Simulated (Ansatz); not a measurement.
# C₂H₆B₂: single points with varied inputs

How do the results and run time of C₂H₆B₂ respond when the settings are drawn wide?

Program: Ansatz 0.2.0, Gaussian basis. Level of theory: the settings change from run to run. These are calculated values, not measurements.

## Step 1: The molecule

An earlier PBE0-D4 in a triple-zeta def2 set relaxation fixed the geometry.

SMILES `BBC=C`, 10 atoms, charge 0, spin multiplicity 1.

Atoms are counted from 1 here; the program's logs count them from 0.

Bond lengths: B1–B2 1.642 Å, B1–H5 1.201 Å, B1–H6 1.201 Å, B2–C3 1.544 Å, B2–H7 1.209 Å, C3–C4 1.338 Å, C3–H8 1.089 Å, C4–H9 1.086 Å, C4–H10 1.087 Å. Angles: B2–B1–H5 122.3°, B2–B1–H6 122.3°, H5–B1–H6 115.4°, B1–B2–C3 129.1°, B1–B2–H7 115.5°, C3–B2–H7 115.5°, B2–C3–C4 121.1°, B2–C3–H8 121.6°, C4–C3–H8 117.3°, C3–C4–H9 120.7°, C3–C4–H10 122.7°, H9–C4–H10 116.5°.

## Step 2: wB97M-V/aug-cc-pVDZ

This run has the search for lower states set to light.

in.yaml

```yaml
crystal:
  periodic: [false, false, false]
  atoms:
    - {symbol: B, position_ang: [-1.683277, 0.645536, -1.055312]}
    - {symbol: B, position_ang: [-0.163458, 0.357484, -0.505694]}
    - {symbol: C, position_ang: [0.290459, -0.498528, 0.696401]}
    - {symbol: C, position_ang: [1.586587, -0.626148, 1.002933]}
    - {symbol: H, position_ang: [-2.201186, -0.038172, -1.896581]}
    - {symbol: H, position_ang: [-2.329596, 1.589987, -0.689748]}
    - {symbol: H, position_ang: [0.724798, 0.890055, -1.130164]}
    - {symbol: H, position_ang: [-0.426054, -1.021683, 1.327576]}
    - {symbol: H, position_ang: [2.348610, -0.127913, 0.410757]}
    - {symbol: H, position_ang: [1.936121, -1.221818, 1.842732]}
basis:
  gaussian: {orbitals: aug-cc-pVDZ}
hamiltonian: {xc: {name: wB97M-V}}
scf: {lower_state_search: light}
```

Run with:

```sh
$ ansatz run in.yaml --threads 2 --pin off --events-out ev --progress --plain --max-ram 4352MiB
```

Output (excerpt; [...] marks lines left out):

```text
Functional definition: wB97M-V
  name "wB97M-V"
  cite "Mardirossian & Head-Gordon, J. Chem. Phys. 144, 214110 (2016) doi:10.1063/1.4952647"
  cite "Becke, J. Chem. Phys. 107, 8554 (1997) doi:10.1063/1.475007"
  cite "Vydrov & Van Voorhis, J. Chem. Phys. 133, 244103 (2010) doi:10.1063/1.3521275"
  # Of w^i u^j: cxij and so on, Table III.
[...]
  gx(w, u) = 1 - cx + cx01*u + cx10*w
  gss(w, u) = css00 + css04*u^4 + css10*w + css20*w^2 + css43*w^4*u^3
  gos(w, u) = cos00 + cos10*w + (cos20 + cos21*u)*w^2 + (cos60 + cos61*u)*w^6
[...]
      + integral(e_c_pw_mod_opposite_spin*gos(b97_w_opposite, b97_u_opposite)) + vv10(b, c)
1242 factors; their error is unknown
689 factors; integrals over basis functions are off by at most 4.6e-6 eV
[...]
mean field -3520.29362959 eV, -129.3684047468 hartree, gradient 3.9e-5 eV, S^2 0.000000; 0 other end points of the search recorded, 0 dependent functions left out
reference -3520.29374957 eV, -129.3684091561 hartree; 14, 14 occupied and 132, 132 virtual orbitals, 1242 factors
Total energy: -3520.29374957 eV, -129.3684091561 hartree
```

Wall time 8.5 s (2 threads of Arm Neoverse V1, shared host); peak memory 0.35 GiB.

## Step 3: wB97M-V/cc-pVTZ

in.yaml, as its differences from that of step 2:

```diff
@@ -14,4 +14,4 @@
 basis:
-  gaussian: {orbitals: aug-cc-pVDZ}
+  gaussian: {orbitals: cc-pVTZ}
 hamiltonian: {xc: {name: wB97M-V}}
-scf: {lower_state_search: light}
+output: {forces: true}
```

Same command.

Output (excerpt; [...] marks lines left out):

```text
Functional definition: wB97M-V
  name "wB97M-V"
  cite "Mardirossian & Head-Gordon, J. Chem. Phys. 144, 214110 (2016) doi:10.1063/1.4952647"
  cite "Becke, J. Chem. Phys. 107, 8554 (1997) doi:10.1063/1.475007"
  cite "Vydrov & Van Voorhis, J. Chem. Phys. 133, 244103 (2010) doi:10.1063/1.3521275"
  # Of w^i u^j: cxij and so on, Table III.
[...]
  gx(w, u) = 1 - cx + cx01*u + cx10*w
  gss(w, u) = css00 + css04*u^4 + css10*w + css20*w^2 + css43*w^4*u^3
  gos(w, u) = cos00 + cos10*w + (cos20 + cos21*u)*w^2 + (cos60 + cos61*u)*w^6
[...]
      + integral(e_c_pw_mod_opposite_spin*gos(b97_w_opposite, b97_u_opposite)) + vv10(b, c)
1112 factors; their error is unknown
282 factors; integrals over basis functions are off by at most 1.8e-5 eV
[...]
Atom 0 at    -1.683277     0.645536    -1.055312 Å, force    -0.190491     0.039590    -0.074012 eV/Å
Atom 1 at    -0.163458     0.357484    -0.505694 Å, force     0.142191     0.096147    -0.115397 eV/Å
Atom 2 at     0.290459    -0.498528     0.696401 Å, force     0.020235    -0.086110     0.118153 eV/Å
Atom 3 at     1.586587    -0.626148     1.002933 Å, force    -0.002326     0.009350    -0.008277 eV/Å
Atom 4 at    -2.201186    -0.038172    -1.896581 Å, force     0.085218     0.094009     0.125708 eV/Å
Atom 5 at    -2.329596     1.589987    -0.689748 Å, force     0.103528    -0.137739    -0.046028 eV/Å
Atom 6 at     0.724798     0.890055    -1.130164 Å, force    -0.114816    -0.068432     0.080120 eV/Å
Atom 7 at    -0.426054    -1.021683     1.327576 Å, force     0.078999     0.039706    -0.046192 eV/Å
Atom 8 at     2.348610    -0.127913     0.410757 Å, force    -0.077417    -0.044301     0.049953 eV/Å
Atom 9 at     1.936121    -1.221818     1.842732 Å, force    -0.045121     0.057781    -0.084027 eV/Å
Dipole moment:     0.159522    -0.116597     0.174073 e Å
```

Wall time 10 s (2 threads of Arm Neoverse V1, shared host); peak memory 0.52 GiB.

Largest force 0.208 eV/Å, dipole 1.26 D.

## Step 4: r2SCAN50/pcseg-2

Options: multiplicity 3.

in.yaml, as its differences from that of step 3:

```diff
@@ -14,4 +14,5 @@
 basis:
-  gaussian: {orbitals: cc-pVTZ}
-hamiltonian: {xc: {name: wB97M-V}}
+  gaussian: {orbitals: pcseg-2}
+magnetization: {spin_polarized: true, initial_magnetization: 2}
+hamiltonian: {xc: {name: r2SCAN50}}
 output: {forces: true}
```

Same command.

Output (excerpt; [...] marks lines left out):

```text
Functional definition: r2SCAN50
  name "r2SCAN50"
  cite "Bursch, Neugebauer, Ehlert & Grimme, J. Chem. Phys. 156, 134105 (2022) doi:10.1063/5.0086040"
  cite "Furness, Kaplan, Ning, Perdew & Sun, J. Phys. Chem. Lett. 11, 8208 (2020) doi:10.1021/acs.jpclett.0c02405"
  cite "Furness, Kaplan, Ning, Perdew & Sun, J. Phys. Chem. Lett. 11, 9248 (2020) doi:10.1021/acs.jpclett.0c03077"
  parent r2scan
[...]
1098 factors; their error is unknown
[...]
mean field -3517.17080669 eV, -129.2536431217 hartree, gradient 2.4e-6 eV, S^2 2.010550; 6 other end points of the search recorded, 0 dependent functions left out
[...]
reference -3517.17081999 eV, -129.2536436107 hartree; 15, 13 occupied and 189, 191 virtual orbitals, 1098 factors
Total energy: -3517.17081999 eV, -129.2536436107 hartree
Atom 0 at    -1.683277     0.645536    -1.055312 Å, force    -0.354760     0.028996    -0.078049 eV/Å
Atom 1 at    -0.163458     0.357484    -0.505694 Å, force    -0.030642    -0.373263     0.501566 eV/Å
Atom 2 at     0.290459    -0.498528     0.696401 Å, force    -7.501782     1.353707    -2.606632 eV/Å
Atom 3 at     1.586587    -0.626148     1.002933 Å, force     8.067747    -1.135615     2.369733 eV/Å
Atom 4 at    -2.201186    -0.038172    -1.896581 Å, force     0.056648     0.135612     0.122345 eV/Å
Atom 5 at    -2.329596     1.589987    -0.689748 Å, force     0.079218    -0.149364    -0.088408 eV/Å
Atom 6 at     0.724798     0.890055    -1.130164 Å, force    -0.110298    -0.100978     0.124799 eV/Å
Atom 7 at    -0.426054    -1.021683     1.327576 Å, force     0.168912     0.212953    -0.268332 eV/Å
Atom 8 at     2.348610    -0.127913     0.410757 Å, force    -0.290477    -0.246056     0.301451 eV/Å
Atom 9 at     1.936121    -1.221818     1.842732 Å, force    -0.084566     0.274009    -0.378472 eV/Å
Dipole moment:     0.220644    -0.229373     0.332532 e Å
```

It took 44 s on 2 threads of Arm Neoverse V1, shared host; peak memory 0.67 GiB.

Largest force 8.485 eV/Å, dipole 2.21 D, ⟨S²⟩ 2.011.

## Step 5: revPBE/def2-TZVPD

Options: charge -1, multiplicity 2, restricted open-shell orbitals, density fitting with cc-pVTZ-jkfit, D3(BJ) dispersion.

in.yaml, as its differences from that of step 4:

```diff
@@ -14,5 +14,6 @@
 basis:
-  gaussian: {orbitals: pcseg-2}
-magnetization: {spin_polarized: true, initial_magnetization: 2}
-hamiltonian: {xc: {name: r2SCAN50}}
+  gaussian: {orbitals: def2-TZVPD, fitting: {mean_field: cc-pVTZ-jkfit}}
+total_charge: -1
+magnetization: {spin_polarized: false, initial_magnetization: 1}
+hamiltonian: {xc: {name: revPBE}, dispersion: d3bj}
 output: {forces: true}
```

Launched as before.

Output (excerpt; [...] marks lines left out):

```text
Functional definition: revPBE
  name "revPBE"
  cite "Zhang & Yang, Phys. Rev. Lett. 80, 890 (1998) doi:10.1103/PhysRevLett.80.890"
  cite "Perdew, Burke & Ernzerhof, Phys. Rev. Lett. 77, 3865 (1996) doi:10.1103/PhysRevLett.77.3865"
[...]
496 factors; integrals over basis functions are off by at most 3.3e-1 eV
[...]
mean field -3522.57385682 eV, -129.4522015519 hartree, gradient 1.7e-5 eV, S^2 0.750000; 10 other end points of the search recorded, 0 dependent functions left out
[...]
reference -3522.57393945 eV, -129.4522045886 hartree; 15, 14 occupied and 187, 188 virtual orbitals, 496 factors
Total energy: -3522.98928327 eV, -129.4674681923 hartree
Atom 0 at    -1.683277     0.645536    -1.055312 Å, force     0.156941    -0.097830     0.112538 eV/Å
Atom 1 at    -0.163458     0.357484    -0.505694 Å, force    -0.388751    -0.446254     0.446757 eV/Å
Atom 2 at     0.290459    -0.498528     0.696401 Å, force    -1.530097     1.336894    -0.841787 eV/Å
Atom 3 at     1.586587    -0.626148     1.002933 Å, force     1.889694    -0.514476     0.764872 eV/Å
Atom 4 at    -2.201186    -0.038172    -1.896581 Å, force    -0.161654     0.101146    -0.811288 eV/Å
Atom 5 at    -2.329596     1.589987    -0.689748 Å, force    -0.675994     0.136020     0.468002 eV/Å
Atom 6 at     0.724798     0.890055    -1.130164 Å, force     0.521041    -0.170582    -0.492511 eV/Å
Atom 7 at    -0.426054    -1.021683     1.327576 Å, force    -0.321204    -0.175742     0.209858 eV/Å
Atom 8 at     2.348610    -0.127913     0.410757 Å, force     0.269052     0.103022    -0.147648 eV/Å
Atom 9 at     1.936121    -1.221818     1.842732 Å, force     0.240971    -0.272200     0.291206 eV/Å
Dipole moment:     0.452756    -0.256378     0.442432 e Å
```

Wall time 44 s (2 threads of Arm Neoverse V1, shared host); peak memory 0.45 GiB.

Largest force 2.199 eV/Å.

## Step 6: B3LYP5/def2-mTZVP

Set apart from the defaults: multiplicity 3.

in.yaml, as its differences from that of step 5:

```diff
@@ -14,6 +14,5 @@
 basis:
-  gaussian: {orbitals: def2-TZVPD, fitting: {mean_field: cc-pVTZ-jkfit}}
-total_charge: -1
-magnetization: {spin_polarized: false, initial_magnetization: 1}
-hamiltonian: {xc: {name: revPBE}, dispersion: d3bj}
+  gaussian: {orbitals: def2-mTZVP}
+magnetization: {spin_polarized: true, initial_magnetization: 2}
+hamiltonian: {xc: {name: B3LYP5}}
 output: {forces: true}
```

Same command.

Output (excerpt; [...] marks lines left out):

```text
Functional definition: B3LYP5
  name "B3LYP5"
  cite "Stephens, Devlin, Chabalowski & Frisch, J. Phys. Chem. 98, 11623 (1994) doi:10.1021/j100096a001"
  cite "Becke, Phys. Rev. A 38, 3098 (1988) doi:10.1103/PhysRevA.38.3098"
  cite "Lee, Yang & Parr, Phys. Rev. B 37, 785 (1988) doi:10.1103/PhysRevB.37.785"
  cite "Vosko, Wilk & Nusair, Can. J. Phys. 58, 1200 (1980) doi:10.1139/p80-159"
[...]
919 factors; integrals over basis functions are off by at most 1.1e-3 eV
[...]
mean field -3517.19633915 eV, -129.2545814226 hartree, gradient 1.8e-5 eV, S^2 2.004989; 5 other end points of the search recorded, 0 dependent functions left out
[...]
reference -3517.19662129 eV, -129.2545917911 hartree; 15, 13 occupied and 79, 81 virtual orbitals, 919 factors
Total energy: -3517.19662129 eV, -129.2545917911 hartree
Atom 0 at    -1.683277     0.645536    -1.055312 Å, force    -0.102358    -0.016713     0.005966 eV/Å
Atom 1 at    -0.163458     0.357484    -0.505694 Å, force    -0.327953    -0.184826     0.218898 eV/Å
Atom 2 at     0.290459    -0.498528     0.696401 Å, force    -7.193461     1.336333    -2.552018 eV/Å
Atom 3 at     1.586587    -0.626148     1.002933 Å, force     7.751063    -1.136802     2.335682 eV/Å
Atom 4 at    -2.201186    -0.038172    -1.896581 Å, force    -0.055787     0.080847     0.014628 eV/Å
Atom 5 at    -2.329596     1.589987    -0.689748 Å, force    -0.045469    -0.042035    -0.075384 eV/Å
Atom 6 at     0.724798     0.890055    -1.130164 Å, force    -0.027951    -0.042838     0.056696 eV/Å
Atom 7 at    -0.426054    -1.021683     1.327576 Å, force    -0.059838     0.031619    -0.045880 eV/Å
Atom 8 at     2.348610    -0.127913     0.410757 Å, force    -0.010806    -0.098019     0.130415 eV/Å
Atom 9 at     1.936121    -1.221818     1.842732 Å, force     0.072560     0.072433    -0.089003 eV/Å
Dipole moment:     0.251591    -0.252149     0.366508 e Å
```

Run time: 5.5 s. Hardware: 2 threads of Arm Neoverse V1, shared host.

Largest force 8.175 eV/Å, dipole 2.45 D, ⟨S²⟩ 2.005.

## Step 7: rPW86-PBE/cc-pVDZ

Set apart from the defaults: high accuracy.

in.yaml, as its differences from that of step 6:

```diff
@@ -14,5 +14,4 @@
 basis:
-  gaussian: {orbitals: def2-mTZVP}
-magnetization: {spin_polarized: true, initial_magnetization: 2}
-hamiltonian: {xc: {name: B3LYP5}}
-output: {forces: true}
+  gaussian: {orbitals: cc-pVDZ}
+hamiltonian: {xc: {name: rPW86-PBE}}
+accuracy: high
```

The command is unchanged.

Output:

```text
Functional definition: rPW86-PBE
  name "rPW86-PBE"
  cite "Murray, Lee & Langreth, J. Chem. Theory Comput. 5, 2754 (2009) doi:10.1021/ct900365q"
  cite "Perdew, Burke & Ernzerhof, Phys. Rev. Lett. 77, 3865 (1996) doi:10.1103/PhysRevLett.77.3865"
  parent pbe
  exchange = rpw86_x
  correlation = pbe_c
2040 factors; integrals over basis functions are off by at most 3.2e-9 eV
mean field evaluation 1: about -3523.8638 eV, gradient 4.8e1 eV
mean field evaluation 2: about -3516.7089 eV, gradient 7.0e1 eV
mean field evaluation 4: about -3530.9640 eV, gradient 3.5e0 eV
mean field evaluation 8: about -3530.9939 eV, gradient 1.1e-1 eV
mean field evaluation 16: about -3530.9939 eV, gradient 1.3e-6 eV
mean field -3530.99390851 eV, -129.7616327442 hartree, gradient 4.7e-8 eV, S^2 0.000000; 0 other end points of the search recorded, 0 dependent functions left out
reference -3530.99392198 eV, -129.7616332390 hartree; 14, 14 occupied and 72, 72 virtual orbitals, 2040 factors
Total energy: -3530.99392198 eV, -129.7616332390 hartree
```

Wall time 7 s (2 threads of Arm Neoverse V1, shared host); peak memory 0.32 GiB.

## Step 8: SPW92/aug-cc-pVTZ

in.yaml, as its differences from that of step 7:

```diff
@@ -14,4 +14,4 @@
 basis:
-  gaussian: {orbitals: cc-pVDZ}
-hamiltonian: {xc: {name: rPW86-PBE}}
-accuracy: high
+  gaussian: {orbitals: aug-cc-pVTZ}
+hamiltonian: {xc: {name: SPW92}}
+output: {forces: true}
```

Same command.

Output (excerpt; [...] marks lines left out):

```text
Functional definition: SPW92
  name "SPW92"
  cite "Dirac, Proc. Camb. Phil. Soc. 26, 376 (1930) doi:10.1017/S0305004100016108"
  cite "Slater, Phys. Rev. 81, 385 (1951) doi:10.1103/PhysRev.81.385"
  cite "Perdew & Wang, Phys. Rev. B 45, 13244 (1992) doi:10.1103/PhysRevB.45.13244"
[...]
1248 factors; their error is unknown
[...]
mean field -3486.73330585 eV, -128.1350855972 hartree, gradient 2.8e-5 eV, S^2 0.000000; 0 other end points of the search recorded, 0 dependent functions left out
[...]
reference -3486.73337582 eV, -128.1350881686 hartree; 14, 14 occupied and 308, 308 virtual orbitals, 1248 factors
Total energy: -3486.73337582 eV, -128.1350881686 hartree
Atom 0 at    -1.683277     0.645536    -1.055312 Å, force     0.717200    -0.130195     0.251282 eV/Å
Atom 1 at    -0.163458     0.357484    -0.505694 Å, force    -0.632349    -0.156632     0.143590 eV/Å
Atom 2 at     0.290459    -0.498528     0.696401 Å, force     0.119931     0.285237    -0.372178 eV/Å
Atom 3 at     1.586587    -0.626148     1.002933 Å, force    -0.249993     0.019477    -0.048399 eV/Å
Atom 4 at    -2.201186    -0.038172    -1.896581 Å, force    -0.095409    -0.098034    -0.141392 eV/Å
Atom 5 at    -2.329596     1.589987    -0.689748 Å, force    -0.115238     0.153351     0.044957 eV/Å
Atom 6 at     0.724798     0.890055    -1.130164 Å, force     0.167184     0.081233    -0.091975 eV/Å
Atom 7 at    -0.426054    -1.021683     1.327576 Å, force    -0.218111    -0.144105     0.170990 eV/Å
Atom 8 at     2.348610    -0.127913     0.410757 Å, force     0.219421     0.178407    -0.219135 eV/Å
Atom 9 at     1.936121    -1.221818     1.842732 Å, force     0.087365    -0.188739     0.262260 eV/Å
Dipole moment:     0.164180    -0.120593     0.179932 e Å
```

It took 3.8 s on 2 threads of Arm Neoverse V1, shared host; peak memory 0.4 GiB.

Largest force 0.771 eV/Å, dipole 1.31 D.

## Step 9: r2SCAN50/def2-TZVPD

Set apart from the defaults: D4 dispersion, high accuracy.

in.yaml, as its differences from that of step 8:

```diff
@@ -14,4 +14,5 @@
 basis:
-  gaussian: {orbitals: aug-cc-pVTZ}
-hamiltonian: {xc: {name: SPW92}}
+  gaussian: {orbitals: def2-TZVPD}
+hamiltonian: {xc: {name: r2SCAN50}, dispersion: d4}
+accuracy: high
 output: {forces: true}
```

Launched as before.

Output (excerpt; [...] marks lines left out):

```text
Functional definition: r2SCAN50
  name "r2SCAN50"
  cite "Bursch, Neugebauer, Ehlert & Grimme, J. Chem. Phys. 156, 134105 (2022) doi:10.1063/5.0086040"
  cite "Furness, Kaplan, Ning, Perdew & Sun, J. Phys. Chem. Lett. 11, 8208 (2020) doi:10.1021/acs.jpclett.0c02405"
  cite "Furness, Kaplan, Ning, Perdew & Sun, J. Phys. Chem. Lett. 11, 9248 (2020) doi:10.1021/acs.jpclett.0c03077"
  parent r2scan
[...]
3381 factors; integrals over basis functions are off by at most 3.5e-9 eV
[...]
mean field -3520.58669269 eV, -129.3791746169 hartree, gradient 8.2e-9 eV, S^2 0.000000; 0 other end points of the search recorded, 0 dependent functions left out
[...]
reference -3520.58669353 eV, -129.3791746478 hartree; 14, 14 occupied and 188, 188 virtual orbitals, 3381 factors
Total energy: -3520.63399494 eV, -129.3809129427 hartree
Atom 0 at    -1.683277     0.645536    -1.055312 Å, force    -0.294442     0.049765    -0.098858 eV/Å
Atom 1 at    -0.163458     0.357484    -0.505694 Å, force     0.316996     0.006767     0.023593 eV/Å
Atom 2 at     0.290459    -0.498528     0.696401 Å, force     0.345650    -0.138365     0.222244 eV/Å
Atom 3 at     1.586587    -0.626148     1.002933 Å, force    -0.315133     0.046948    -0.090985 eV/Å
Atom 4 at    -2.201186    -0.038172    -1.896581 Å, force     0.107271     0.112460     0.151097 eV/Å
Atom 5 at    -2.329596     1.589987    -0.689748 Å, force     0.129190    -0.164949    -0.054470 eV/Å
Atom 6 at     0.724798     0.890055    -1.130164 Å, force    -0.152191    -0.092323     0.108392 eV/Å
Atom 7 at    -0.426054    -1.021683     1.327576 Å, force     0.232943     0.145868    -0.173419 eV/Å
Atom 8 at     2.348610    -0.127913     0.410757 Å, force    -0.242954    -0.145000     0.168336 eV/Å
Atom 9 at     1.936121    -1.221818     1.842732 Å, force    -0.127330     0.178829    -0.255928 eV/Å
Dipole moment:     0.157719    -0.111327     0.166787 e Å
```

Run time: 27 s. Hardware: 2 threads of Arm Neoverse V1, shared host; peak memory 1.1 GiB.

Largest force 0.434 eV/Å, dipole 1.23 D.

## Step 10: wPBEh/cc-pVDZ

Options: charge +1, multiplicity 2, restricted open-shell orbitals, atoms shaken by 0.15 Å, high accuracy.

in.yaml

```yaml
crystal:
  periodic: [false, false, false]
  atoms:
    - {symbol: B, position_ang: [-1.757062, 0.718960, -0.930840]}
    - {symbol: B, position_ang: [-0.114139, 0.408882, -0.587126]}
    - {symbol: C, position_ang: [0.182485, -0.595783, 0.688701]}
    - {symbol: C, position_ang: [1.329161, -0.566796, 1.043600]}
    - {symbol: H, position_ang: [-2.234483, 0.157905, -1.921806]}
    - {symbol: H, position_ang: [-2.337302, 1.695612, -0.648033]}
    - {symbol: H, position_ang: [0.762917, 0.896889, -1.381351]}
    - {symbol: H, position_ang: [-0.549876, -0.956211, 1.461258]}
    - {symbol: H, position_ang: [2.341947, 0.048231, 0.408245]}
    - {symbol: H, position_ang: [1.837704, -1.315958, 1.734879]}
basis:
  gaussian: {orbitals: cc-pVDZ}
total_charge: 1
magnetization: {spin_polarized: false, initial_magnetization: 1}
hamiltonian: {xc: {name: wPBEh}}
accuracy: high
```

Launched as before.

Output (excerpt; [...] marks lines left out):

```text
Functional definition: wPBEh
  name "wPBEh"
  cite "Heyd, Scuseria & Ernzerhof, J. Chem. Phys. 118, 8207 (2003) doi:10.1063/1.1564060"
  cite "Krukau, Vydrov, Izmaylov & Scuseria, J. Chem. Phys. 125, 224106 (2006) doi:10.1063/1.2404663"
  cite "Heyd & Scuseria, J. Chem. Phys. 120, 7274 (2004) doi:10.1063/1.1668634"
  cite "Ernzerhof & Perdew, J. Chem. Phys. 109, 3313 (1998) doi:10.1063/1.476928"
  cite "Perdew, Burke & Ernzerhof, Phys. Rev. Lett. 77, 3865 (1996) doi:10.1103/PhysRevLett.77.3865"
  parent pbe
[...]
2064 factors; integrals over basis functions are off by at most 3.2e-9 eV
108 factors; integrals over basis functions are off by at most 1.7e-9 eV
[...]
mean field -3506.10371402 eV, -128.8469349680 hartree, gradient 4.1e-8 eV, S^2 0.750000; 2 other end points of the search recorded, 0 dependent functions left out
reference -3506.10371777 eV, -128.8469351055 hartree; 14, 13 occupied and 72, 73 virtual orbitals, 2064 factors
Total energy: -3506.10371777 eV, -128.8469351055 hartree
```

Wall time 9 s (2 threads of Arm Neoverse V1, shared host); peak memory 0.43 GiB.

## Step 11: The runs in one table

| level | charge | multiplicity | geometry | functions | energy (eV) | time |
| --- | --- | --- | --- | --- | --- | --- |
| wB97M-V/aug-cc-pVDZ | 0 | 1 | relaxed | 146 | -3520.294 | 8.5 s |
| wB97M-V/cc-pVTZ | 0 | 1 | relaxed | 204 | -3521.305 | 10 s |
| r2SCAN50/pcseg-2 | 0 | 3 | relaxed | 204 | -3517.171 | 44 s |
| revPBE/def2-TZVPD | -1 | 2 | relaxed | 202 | -3522.989 | 44 s |
| B3LYP5/def2-mTZVP | 0 | 3 | relaxed | 94 | -3517.197 | 5.5 s |
| rPW86-PBE/cc-pVDZ | 0 | 1 | relaxed | 86 | -3530.994 | 7 s |
| SPW92/aug-cc-pVTZ | 0 | 1 | relaxed | 322 | -3486.733 | 3.8 s |
| r2SCAN50/def2-TZVPD | 0 | 1 | relaxed | 202 | -3520.634 | 27 s |
| wPBEh/cc-pVDZ | 1 | 2 | shaken | 86 | -3506.104 | 9 s |

## Step 12: What came out

```
                                         quantity                     value
                                             runs                         9
                                         quickest  SPW92/aug-cc-pVTZ, 3.8 s
                                          slowest    r2SCAN50/pcseg-2, 44 s
spread of total energies, same state and geometry                   44.3 eV
                  dipole, same state and geometry            1.23 to 1.31 D
```

**Reading.** Run time spans a factor of 12, from SPW92/aug-cc-pVTZ to r2SCAN50/pcseg-2. The jobs differ in tasks and options as well as level. The totals spread over 44 eV; they can't be compared across methods or bases. At the PBE0-D4/def2-TZVP geometry and in the same state, runs without warnings or point charges leave forces up to 0.77 eV/Å (SPW92/aug-cc-pVTZ). At that geometry and state the dipole changes by 7 % between the lowest and highest value.
